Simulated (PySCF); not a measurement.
# AlI: from the state search to spectroscopic constants

An exercise on one series of results from a longer session: the logs are not shown, and one member is left open.

The runs use PySCF 2.14.0; Al x2c-SVPall, I x2c-SVPall, spin-free X2C with a Gaussian nucleus.

Set-up of the first run:

Settings of the job:

* atoms: Al, I
* charge: 0
* basis: Al x2c-SVPall, I x2c-SVPall
* Hamiltonian: spin-free X2C with a Gaussian nucleus
* basis functions: 54
* electrons treated: 66
* masses in u: 26.9815, 126.9045
* levels: PBE0, PBE, r²SCAN, MN15, B3LYP, BHandHLYP, HF, MP2, SCS-MP2, CCSD, CCSD(T)
* grid: 80 radial by 434 angular points
* occupations: held fixed by the projection of orbital angular momentum
* dissociation limit: Al + I, each in its ground configuration
* starting distance in angstrom: 2.505
* values of 2S to try: 0, 2

Command:

```console
$ OMP_NUM_THREADS=1 python dia.py task.json out
```

Among the steps run: The job; First curve: PBE0; Excited determinants; PBE; r²SCAN (meta-GGA); MN15; B3LYP; BHandHLYP (global hybrid GGA); RHF (mean field); Correlated methods on the Hartree–Fock reference.

One table of the session follows, with a row left open; its other results are not shown here.

Energy (eV) from each level's lowest point:

```
R (Å)    RHF  RHF-MP2  RHF-SCS-MP2  RHF-CCSD  RHF-CCSD(T)
2.193  0.918    0.854        0.869       n/a          n/a
2.295  0.418    0.370        0.382     0.377        0.373
2.397  0.140    0.111        0.118     0.115        0.112
2.474      ?        ?            ?         ?            ?
2.550  0.000    0.000        0.000     0.000        0.000
2.627  0.014    0.029        0.025     0.027        0.028
2.728  0.090    0.124        0.115     0.120        0.122
2.856  0.247    0.305        0.290     0.298        0.302
3.009  0.488    0.573        0.551     0.563        0.568
3.213  0.847    0.966        0.936       n/a          n/a
```

Estimate the missing values for R (Å) = 2.474.

Worked estimate for «RHF». A straight line through the neighbours (2.397, 0.140) and (2.550, 0.000) gives 0.140 + (0.000 − 0.140) × (2.474 − 2.397) / (2.550 − 2.397) = 0.070; a parabola fitted to 4 rows on both sides gives 0.033.

The run gave: RHF: 0.037; RHF-MP2: 0.022; RHF-SCS-MP2: 0.026; RHF-CCSD: 0.024; RHF-CCSD(T): 0.023. In «RHF» the line misses by +0.033 and the parabola by -0.004.
